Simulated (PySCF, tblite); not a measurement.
# C5H15NOSi2: geometry, infrared bands and NMR shifts

Wanted: the infrared bands and NMR shifts of C5H15NOSi2 (`CN[SiH2][SiH2]C(C)(C)C=O`), by calculation.

Programs: tblite 0.8.0 and PySCF 2.14.0, with density-fitted response routines of our own. Each step states its level of theory. These are calculated values for one molecule in the gas phase, unless marked as measured. Atoms are numbered from 0 throughout.

**1. The starting structure**

24 atoms, charge 0, multiplicity 1; geometry from: force field or distance geometry start.

Bonds of the start (Å): C0–N1 1.47, N1–Si2 1.70, Si2–Si3 2.33, Si3–C4 1.95, C4–C5 1.55, C4–C6 1.53, C4–C7 1.54, C7–O8 1.22, C0–H9 1.10, C0–H10 1.09, C0–H11 1.09, N1–H12 1.02, Si2–H13 1.48, Si2–H14 1.48, Si3–H15 1.47, Si3–H16 1.49, C5–H17 1.10, C5–H18 1.09, C5–H19 1.09, C6–H20 1.11, C6–H21 1.10, C6–H22 1.10, C7–H23 1.10.

**2. Geometry optimisation with GFN2-xTB**

Job settings and geometry (Å):

```
{"job": {"kind": "relax", "xc": "GFN2-xTB", "basis": "xTB"}, "charge": 0, "multiplicity": 1}
C      3.627800     0.275000     0.242600
N      2.187500     0.240200    -0.046600
Si     1.516700    -0.482800    -1.426100
Si    -0.803200    -0.271500    -1.513800
C     -1.498000     0.032800     0.281200
C     -3.016300     0.334400     0.218900
C     -1.274800    -1.184000     1.188400
C     -0.839700     1.244600     0.956300
O     -0.181700     2.100100     0.380100
H      3.782800     0.738600     1.226400
H      4.156200     0.867100    -0.505900
H      4.047200    -0.731500     0.280700
H      1.814700     1.188900     0.053600
H      1.895500    -1.911500    -1.395400
H      2.136700     0.170500    -2.604300
H     -1.228500     0.838600    -2.383700
H     -1.423100    -1.521300    -2.035200
H     -3.413500     0.523100     1.224000
H     -3.575800    -0.499300    -0.199900
H     -3.218500     1.227100    -0.377100
H     -1.711000    -1.012900     2.190500
H     -1.739000    -2.089100     0.781300
H     -0.203800    -1.386600     1.356900
H     -1.049900     1.329300     2.034700
```

On the command line:

```console
$ OMP_NUM_THREADS=1 python probes_run.py task.json out
```

The driver reads the jobs from task.json and runs them one after another.

**Question.** This job is followed by: GFN2-xTB harmonic vibrations, gas phase; GIAO PBE0/pcSseg-1 NMR shielding, non-relativistic, gas phase. What will the session give for the following? strongest single infrared mode (GFN2-xTB); zero-point energy (GFN2-xTB); ¹³C shifts against TMS (PBE0/pcSseg-1, means over atoms taken as alike); ¹H shifts against TMS (PBE0/pcSseg-1, means over atoms taken as alike); ¹⁵N shifts against NH3 (PBE0/pcSseg-1); ²⁹Si shifts against TMS (PBE0/pcSseg-1); ¹⁷O shifts against H2O (PBE0/pcSseg-1).

**Answer**, as computed:

```
                                                               quantity                                    value
                              strongest single infrared mode (GFN2-xTB)                    2183 cm⁻¹, 652 km/mol
                                           zero-point energy (GFN2-xTB)                           117.7 kcal/mol
¹³C shifts against TMS (PBE0/pcSseg-1, means over atoms taken as alike)              216.1, 45.1, 34.3, 23.1 ppm
 ¹H shifts against TMS (PBE0/pcSseg-1, means over atoms taken as alike)  10.06, 4.86, 3.74, 2.79, 2.10, 1.53 ppm
                                 ¹⁵N shifts against NH3 (PBE0/pcSseg-1)                                  5.9 ppm
                                ²⁹Si shifts against TMS (PBE0/pcSseg-1)                         -59.4, -61.2 ppm
                                 ¹⁷O shifts against H2O (PBE0/pcSseg-1)                                630.1 ppm
```

**Reading.** The optimisation took 231 steps and gained 0.386 eV; among the close pairs (by a distance rule), C4–C7 changed most, from 1.535 to 1.469 Å. All 66 modes are real, so the xTB geometry is a minimum. The strongest single mode, at 2183 cm⁻¹, is spread over several atoms, H15, H13, H16 among them. Unscaled tight-binding wavenumbers are off by several per cent, some by more. Its intensities can rank the bands wrongly. The most deshielded carbon is C7 (aldehyde carbonyl carbon), at 216.1 ppm: the double bond to the heteroatom, with no lone-pair donor beside it, deshields it most. H23 (hydrogen on an aldehyde carbonyl carbon) lies farthest downfield among hydrogen, at 10.06 ppm; the C=O anisotropy and electron withdrawal place aldehyde protons far downfield. At PBE0/pcSseg-1: Shielding is most anisotropic at O8 (span 1220 ppm, paramagnetic term -699 ppm).
